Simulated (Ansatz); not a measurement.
# Bi8Te9S4: the cost of one run

Method: DFT PBEsol, plane waves, PAW, scalar-relativistic, no spin polarisation, in Ansatz 0.2.0.

## (1) Starting point

The cell holds 21 atoms (Bi8S4Te9): a = 11.177 Å, b = 11.177 Å, c = 11.177 Å, α = 45.44°, β = 45.44°, γ = 45.44°.

The coordinates stand in the first input below.

## (2) Relaxing end A

input.yaml reads:

```yaml
crystal:
  lattice:
    - [-4.317056, -2.492454, 10.004188]
    - [4.317056, -2.492454, 10.004188]
    - [0.0, 4.984907, 10.004188]
  atoms:
    - { symbol: Bi, position: [0.608, 0.608, 0.608] }
    - { symbol: Bi, position: [0.392, 0.392, 0.392] }
    - { symbol: Te, position: [0.212, 0.212, 0.212] }
    - { symbol: Te, position: [0.788, 0.788, 0.788] }
    - { symbol: S, position: [0.0, 0.0, 0.0] }
    - { symbol: Bi, position: [0.108, 0.108, 0.608] }
    - { symbol: Bi, position: [0.892, 0.892, 0.392] }
    - { symbol: Te, position: [0.712, 0.712, 0.212] }
    - { symbol: Te, position: [0.288, 0.288, 0.788] }
    - { symbol: S, position: [0.5, 0.5, 0.0] }
    - { symbol: Bi, position: [0.108, 0.608, 0.108] }
    - { symbol: Bi, position: [0.892, 0.392, 0.892] }
    - { symbol: Te, position: [0.712, 0.212, 0.712] }
    - { symbol: Te, position: [0.288, 0.788, 0.288] }
    - { symbol: S, position: [0.5, 0.0, 0.5] }
    - { symbol: Bi, position: [0.608, 0.108, 0.108] }
    - { symbol: Bi, position: [0.392, 0.892, 0.892] }
    - { symbol: Te, position: [0.212, 0.712, 0.712] }
    - { symbol: Te, position: [0.788, 0.288, 0.288] }
    - { symbol: S, position: [0.0, 0.5, 0.5] }
    - { symbol: Te, position: [0.7994119, 0.8049694, 0.3068794] }
basis:
  ecutwfc: 420.0
kpoints:
  mp_grid: { grid: [2, 2, 2] }
hamiltonian:
  xc: pbesol
scf:
  occupations: { method: fermi_dirac, width: 0.02 }
  lower_state_search: "off"
relax:
  f_tol: 0.03
  max_steps: 60
  adjacent_minimum: "off"
output:
  write_density: true
  write_potential: true
  elf: true
  volumetric_format: npy
```

On the command line:

```bash
$ ansatz run input.yaml --threads 4 --pin off --max-ram 10240MiB --backend cpu --events-out ev --progress --plain --runs-dir out
```

What time and memory should one allow on 4 threads of Intel Xeon Platinum 8375C at 2.90GHz (Ice Lake), shared host?

About 3.2 min, with a peak of 2.8 GiB.
